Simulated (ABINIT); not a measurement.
# HfB (Fm-3m) in ABINIT: settings compared

One crystal, HfB, is run at these levels: PBE, LDA; tasks: band structure.

Everything below comes from runs of ABINIT 10.8.3 (patched build). Logs are shortened: lines on timing, memory, paths and dates and some standing lists are left out, and cuts for length are marked. The log counts tension as positive stress, the text compression.

## Step 1: The structure

Symmetry: Fm-3m, No. 225, cubic system. The conventional cell has a = 4.620 Å, b = 4.620 Å, c = 4.620 Å, α = 90.00°, β = 90.00°, γ = 90.00°. Hf (site symmetry m-3m) has 6 B at 2.31 Å as nearest neighbours. Around B (site symmetry m-3m) lie 6 Hf at 2.31 Å.

## Step 2: Band structure, PBE

Contents of run.abi:

```
# Datasets: ground state, then fixed potential
ndtset 2

# Pseudopotentials
pp_dirpath "./"
pseudos "Hf.GGA_PBE-JTH.xml, B.GGA_PBE-JTH.xml"

# Structure
acell 3*1.0
rprim
     0.0000000000     4.3652673479     4.3652673479
     4.3652673479     0.0000000000     4.3652673479
     4.3652673479     4.3652673479     0.0000000000
ntypat 2
znucl 72 5
natom 2
typat 1 2
xred
     0.5000000000     0.5000000000     0.5000000000
     0.0000000000     0.0000000000     0.0000000000

# Plane-wave basis
ecut 23.0
pawecutdg 45.0
pawxcdev 0

# Exchange and correlation
ixc 11

# Bands and occupations
occopt 3
tsmear 0.05 eV

# SCF cycle
nstep 100

# Output
iomode 3
prtwf 0
prteig 0
prtebands 0
enunit 1
prtden1 1

# Dataset 1
kptopt1 1
ngkpt1 10 10 10
nshiftk1 1
shiftk1 0.0 0.0 0.0
nband1 12
tolvrs1 1.0e-9

# Dataset 2: bands along G-X-W-K-G-L-U-W-L-K
iscf2 -2
getden2 1
nband2 18
nbdbuf2 4
tolwfr2 1.0e-11
kptopt2 -9
ndivsm2 5
prteig2 1
kptbounds2
     0.0000000000     0.0000000000     0.0000000000
     0.5000000000     0.0000000000     0.5000000000
     0.5000000000     0.2500000000     0.7500000000
     0.3750000000     0.3750000000     0.7500000000
     0.0000000000     0.0000000000     0.0000000000
     0.5000000000     0.5000000000     0.5000000000
     0.6250000000     0.2500000000     0.6250000000
     0.5000000000     0.2500000000     0.7500000000
     0.5000000000     0.5000000000     0.5000000000
     0.3750000000     0.3750000000     0.7500000000
```

Potentials or basis: JTH PAW PBE v2.0.

On the command line:

```console
$ abinit run.abi > log 2>&1
```

run.abo:

```text
.Version 10.8.3 of ABINIT
 DATASET    1 : space group Fm -3 m (#225); Bravais cF (face-center cubic)
================================================================================
 Values of the parameters that define the memory need for DATASET  1.
     intxc =       0    ionmov =       0      iscf =      17    lmnmax =      18
     lnmax =       6     mgfft =      30  mpssoang =       3    mqgrid =    3001
     natom =       2  nloc_mem =       2    nspden =       1   nspinor =       1
    nsppol =       1      nsym =      48    n1xccc =       1    ntypat =       2
    occopt =       3   xclevel =       2
       mpw =         895          nfft =       27000          nkpt =          47
 PAW method is used; the additional fine FFT grid is defined by:
   mgfftf=        40    nfftf =     64000
================================================================================
================================================================================

 DATASET    2 : space group Fm -3 m (#225); Bravais cF (face-center cubic)
================================================================================
 Values of the parameters that define the memory need for DATASET  2.
     intxc =       0    ionmov =       0      iscf =      -2    lmnmax =      18
     lnmax =       6     mgfft =      30  mpssoang =       3    mqgrid =    3001
     natom =       2  nloc_mem =       2    nspden =       1   nspinor =       1
    nsppol =       1      nsym =      48    n1xccc =       1    ntypat =       2
    occopt =       3   xclevel =       2
       mpw =         899          nfft =       27000          nkpt =          87
 PAW method is used; the additional fine FFT grid is defined by:
   mgfftf=        40    nfftf =     64000
================================================================================
================================================================================

--------------------------------------------------------------------------------
------------- Echo of variables that govern the present computation ------------
--------------------------------------------------------------------------------
 -outvars: echo values of preprocessed input variables --------
            acell      1.0000000000E+00  1.0000000000E+00  1.0000000000E+00 Bohr
              amu      1.78490000E+02  1.08110000E+01
             ecut      2.30000000E+01 Hartree
           enunit           1
           getden1          0
           getden2          1
             iscf1         17
             iscf2         -2
                       outvar_i_n : Printing only first  50 k-points.
              ixc          11
           jdtset        1    2
                       outvar_i_n : Printing only first  50 k-points.
           kptopt1          1
           kptopt2         -9
         kptrlatt       10    0    0      0   10    0      0    0   10
          kptrlen1     6.17342029E+01
          kptrlen2     3.00000000E+01
            natom           2
            nband1         12
            nband2         18
           nbdbuf1          0
           nbdbuf2          4
           ndtset           2
           ndivsm1          0
           ndivsm2          5
            ngfft          30      30      30
          ngfftdg          40      40      40
             nkpt1         47
             nkpt2         87
            nstep         100
             nsym          48
           ntypat           2
           occopt           3
        pawecutdg      4.50000000E+01 Hartree
         pawxcdev           0
        prtebands           0
           prteig1          0
           prteig2          1
            prtwf           0
            rprim      0.0000000000E+00  4.3652673479E+00  4.3652673479E+00
                       4.3652673479E+00  0.0000000000E+00  4.3652673479E+00
                       4.3652673479E+00  4.3652673479E+00  0.0000000000E+00
           shiftk1     0.00000000E+00  0.00000000E+00  0.00000000E+00
           shiftk2     5.00000000E-01  5.00000000E-01  5.00000000E-01
          spgroup         225
           tolvrs1     1.00000000E-09
           tolvrs2     0.00000000E+00
           tolwfr1     0.00000000E+00
           tolwfr2     1.00000000E-11
           tsmear      1.83746611E-03 Hartree
            typat      1  2
[... 256 lines left out ...]
--------------------------------------------------------------------------------

================================================================================
 Non-SCF case, kpt    1 (  0.00000  0.00000  0.00000), residuals and eigenvalues=
  2.57E-12  6.34E-12  1.79E-12  4.21E-12  2.68E-12  4.52E-12  5.96E-12  6.22E-12
  3.28E-12  2.29E-12  1.49E-12  5.11E-12  2.42E-12  5.10E-12  3.48E-12  1.41E-06
  2.78E-05  3.64E-05
 -2.2168E+00 -1.0597E+00 -1.0597E+00 -1.0597E+00 -3.7231E-01  6.0527E-02
  6.0527E-02  6.0527E-02  1.2489E-01  1.2489E-01  1.2489E-01  1.3526E-01
  1.3526E-01  4.1037E-01  4.5694E-01  9.1950E-01  9.1952E-01  9.1954E-01
 Non-SCF case, kpt    2 (  0.03571  0.00000  0.03571), residuals and eigenvalues=
  3.59E-12  5.47E-12  3.64E-12  6.86E-12  4.43E-12  2.42E-12  5.22E-12  5.78E-12
  3.78E-12  3.56E-12  8.99E-12  7.18E-12  7.28E-12  6.57E-12  1.98E-12  8.87E-07
  5.71E-06  1.00E-05
[... 584 lines left out ...]
 Non-SCF case, kpt   86 (  0.38889  0.38889  0.72222), residuals and eigenvalues=
  3.99E-12  9.72E-12  5.08E-12  1.39E-12  4.53E-12  4.03E-12  5.19E-12  7.75E-12
  5.63E-12  7.08E-12  2.74E-12  5.77E-12  2.15E-12  3.35E-12  8.98E-12  1.60E-10
  3.81E-08  2.36E-05
 -2.2147E+00 -1.0796E+00 -1.0754E+00 -1.0664E+00 -2.2955E-01 -1.1194E-01
 -6.5474E-02 -1.9611E-02  1.0683E-01  2.2535E-01  2.7091E-01  3.5413E-01
  3.6958E-01  5.1236E-01  5.4947E-01  6.0424E-01  7.1191E-01  7.7897E-01
 Non-SCF case, kpt   87 (  0.37500  0.37500  0.75000), residuals and eigenvalues=
  5.34E-12  9.73E-12  4.25E-12  5.60E-12  3.26E-12  3.75E-12  8.65E-12  6.19E-12
  8.23E-12  1.79E-12  6.88E-12  5.54E-12  1.52E-12  5.42E-12  2.06E-12  9.99E-11
  3.85E-07  1.65E-07
 -2.2146E+00 -1.0800E+00 -1.0751E+00 -1.0669E+00 -2.3632E-01 -1.0002E-01
 -6.4412E-02 -1.0389E-02  9.3860E-02  2.3242E-01  2.7491E-01  3.4772E-01
  3.4906E-01  5.2720E-01  5.3900E-01  6.1473E-01  7.4305E-01  7.5413E-01

--- !ResultsGS
iteration_state: {dtset: 2, }
comment   : Summary of ground state results
lattice_vectors:
- [  0.0000000,   4.3652673,   4.3652673, ]
- [  4.3652673,   0.0000000,   4.3652673, ]
- [  4.3652673,   4.3652673,   0.0000000, ]
lattice_lengths: [   6.17342,    6.17342,    6.17342, ]
lattice_angles: [ 60.000,  60.000,  60.000, ] # degrees, (23, 13, 12)
lattice_volume:   1.6636522E+02
convergence: {deltae:  0.000E+00, res2:  0.000E+00, residm:  9.992E-12, diffor:  0.000E+00, }
etotal    :  -5.29161489E+01
entropy   :   0.00000000E+00
fermie    :  -2.13710987E-02
cartesian_stress_tensor: null
pressure_GPa: null
xred      :
- [  5.0000E-01,   5.0000E-01,   5.0000E-01, Hf]
- [  0.0000E+00,   0.0000E+00,   0.0000E+00,  B]
cartesian_forces: null
force_length_stats: {min: null, max: null, mean: null, }
...

 Integrated electronic density in atomic spheres:
 ------------------------------------------------
 Atom  Sphere_radius  Integrated_density
    1        2.41119          9.77431962
    2        1.70617          1.84329762

================================================================================

 ----iterations are completed or convergence reached----

 Mean square residual over all n,k,spin=   50.352E-13; max=  99.922E-13
 reduced coordinates (array xred) for    2 atoms
       0.500000000000      0.500000000000      0.500000000000
       0.000000000000      0.000000000000      0.000000000000

 cartesian coordinates (angstrom) at end:
    1      2.30999999844053     2.30999999844053     2.30999999844053
    2      0.00000000000000     0.00000000000000     0.00000000000000
 length scales=  1.000000000000  1.000000000000  1.000000000000 bohr
              =  0.529177210544  0.529177210544  0.529177210544 angstroms
 Eigenvalues (   eV  ) for nkpt=  87  k points:
 kpt#   1, nband= 18, wtk=  1.00000, kpt=  0.0000  0.0000  0.0000 (reduced coord)
 -60.32293  -28.83574  -28.83574  -28.83574  -10.13105    1.64703    1.64703    1.64703
   3.39849    3.39849    3.39849    3.68065    3.68065   11.16679   12.43388   25.02100
  25.02143   25.02203
 kpt#   2, nband= 18, wtk=  1.00000, kpt=  0.0357  0.0000  0.0357 (reduced coord)
 -60.32215  -28.84485  -28.83900  -28.83900  -10.08146    1.57138    1.57138    1.57897
   2.43965    3.54268    3.54268    3.70140    4.66690   11.29608   12.49309   24.33682
  24.33696   25.04035
 kpt#   3, nband= 18, wtk=  1.00000, kpt=  0.0714  0.0000  0.0714 (reduced coord)
 -60.31992  -28.87192  -28.84872  -28.84872   -9.93463    1.38665    1.40331    1.40331
   1.40378    3.76309    3.91329    3.91329    5.77853   11.67115   12.67368   23.19455
  23.19563   24.95275
 kpt#   4, nband= 18, wtk=  1.00000, kpt=  0.1071  0.0000  0.1071 (reduced coord)
 -60.31630  -28.91489  -28.86439  -28.86439   -9.69661    0.43557    1.09978    1.22715
   1.22715    3.86412    4.41746    4.41746    6.85464   12.25993   12.98261   22.02075
  22.02076   23.38969
 kpt#   5, nband= 18, wtk=  1.00000, kpt=  0.1429  0.0000  0.1429 (reduced coord)
[... 317 lines left out ...]
   3.84011    5.90558    6.86610   10.53439   11.15957   12.29263   15.51136   16.43624
  17.54109   22.88434
 kpt#  85, nband= 18, wtk=  1.00000, kpt=  0.4028  0.4028  0.6944 (reduced coord)
 -60.26567  -29.40058  -29.22748  -29.00213   -6.03510   -3.46390   -1.78764   -0.79165
   3.34746    5.99035    7.12660   10.03772   10.62563   13.15610   15.29985   16.37034
  18.43139   22.01701
 kpt#  86, nband= 18, wtk=  1.00000, kpt=  0.3889  0.3889  0.7222 (reduced coord)
 -60.26406  -29.37869  -29.26319  -29.01867   -6.24651   -3.04612   -1.78164   -0.53365
   2.90698    6.13197    7.37192    9.63636   10.05672   13.94196   14.95176   16.44234
  19.37215   21.19680
 kpt#  87, nband= 18, wtk=  1.00000, kpt=  0.3750  0.3750  0.7500 (reduced coord)
 -60.26311  -29.38952  -29.25557  -29.03268   -6.43050   -2.72169   -1.75274   -0.28271
   2.55407    6.32448    7.48078    9.46204    9.49831   14.34576   14.66704   16.72773
  20.21929   20.52096

== END DATASET(S) ==============================================================
================================================================================

 -outvars: echo values of variables after computation  --------
            acell      1.0000000000E+00  1.0000000000E+00  1.0000000000E+00 Bohr
           etotal1    -5.2916148939E+01
            fcart1    -0.0000000000E+00 -0.0000000000E+00 -0.0000000000E+00
                      -0.0000000000E+00 -0.0000000000E+00 -0.0000000000E+00
            rprim      0.0000000000E+00  4.3652673479E+00  4.3652673479E+00
                       4.3652673479E+00  0.0000000000E+00  4.3652673479E+00
                       4.3652673479E+00  4.3652673479E+00  0.0000000000E+00
           strten1    -1.0391788443E-03 -1.0391788443E-03 -1.0391788443E-03
                       0.0000000000E+00  0.0000000000E+00  0.0000000000E+00
           xangst      2.3099999984E+00  2.3099999984E+00  2.3099999984E+00
                       0.0000000000E+00  0.0000000000E+00  0.0000000000E+00
             xred      5.0000000000E-01  5.0000000000E-01  5.0000000000E-01
                       0.0000000000E+00  0.0000000000E+00  0.0000000000E+00
 Calculation completed.
```

Wall time 43 s (1 thread of Arm Neoverse V1, shared host); peak memory 0.13 GiB.

What came out:

```yaml
Free_energy: -1439.9218 eV
Pressure: 30.6 GPa
Band_gap_on_the_k_mesh: none (metal or under the smearing width)
Valence_electrons_inside_the_program's_atomic_spheres: Hf 9.77; B 1.84
```

Levels at the corners of the path, in eV from the Fermi level:
```tsv
point	band 6	band 7	band 8	band 9	band 10	band 11
Γ	2.23	2.23	2.23	3.98	3.98	3.98
X	-1.08	-0.90	2.38	2.38	6.29	7.95
W	-1.30	-1.30	-1.29	5.55	5.55	7.97
K	-2.14	-1.17	0.30	3.14	6.91	8.06
Γ	2.23	2.23	2.23	3.98	3.98	3.98
L	-4.05	-1.35	-1.35	6.58	6.58	7.63
U	-2.14	-1.17	0.30	3.14	6.91	8.06
W	-1.30	-1.30	-1.29	5.55	5.55	7.97
L	-4.05	-1.35	-1.35	6.58	6.58	7.63
K	-2.14	-1.17	0.30	3.14	6.91	8.06
```

Caveat: a pressure of tens of GPa on the cell as given is suspect, and the run, the potentials or the cell itself is likely at fault; spin-orbit coupling is left out, which moves the levels of the heavy elements.

## Step 3: Band structure, LDA

Changes to run.abi since step 2:

```diff
@@ -24,6 +24,5 @@
 pawecutdg 45.0
-pawxcdev 0
 
 # Exchange and correlation
-ixc 11
+ixc 7
```

Potentials or basis: JTH PAW PBE v2.0.

On the command line:

```console
$ abinit run.abi > log 2>&1
```

Wall time 44 s (1 thread of Arm Neoverse V1, shared host); peak memory 0.11 GiB.

Results (log left out):

```yaml
Free_energy: -1446.8313 eV
Pressure: 19.3 GPa
Band_gap_on_the_k_mesh: none (metal or under the smearing width)
Valence_electrons_inside_the_program's_atomic_spheres: Hf 9.81; B 1.83
```

Levels at the corners of the path, in eV from the Fermi level:
```csv
point,band 4,band 5,band 6,band 7,band 8,band 9,band 10,band 11,band 12,band 13
Γ,-28.26,-9.43,2.15,2.15,2.15,4.01,4.01,4.01,4.20,4.20
X,-28.52,-6.60,-1.11,-0.82,2.43,2.43,6.22,7.82,7.82,9.35
W,-28.53,-5.50,-1.29,-1.26,-1.26,5.51,5.51,7.83,7.98,11.25
K,-28.46,-5.71,-2.12,-1.11,0.30,3.11,6.78,7.96,10.00,10.01
Γ,-28.26,-9.43,2.15,2.15,2.15,4.01,4.01,4.01,4.20,4.20
L,-28.34,-4.99,-3.85,-1.37,-1.37,6.45,6.45,7.51,8.65,14.17
U,-28.46,-5.71,-2.12,-1.11,0.30,3.11,6.78,7.96,10.00,10.01
W,-28.53,-5.50,-1.29,-1.26,-1.26,5.51,5.51,7.83,7.98,11.25
L,-28.34,-4.99,-3.85,-1.37,-1.37,6.45,6.45,7.51,8.65,14.17
K,-28.46,-5.71,-2.12,-1.11,0.30,3.11,6.78,7.96,10.00,10.01
```

Caveat: the PAW data sets were made with another functional, which shifts forces and pressure a little; spin-orbit coupling is left out, which moves the levels of the heavy elements.
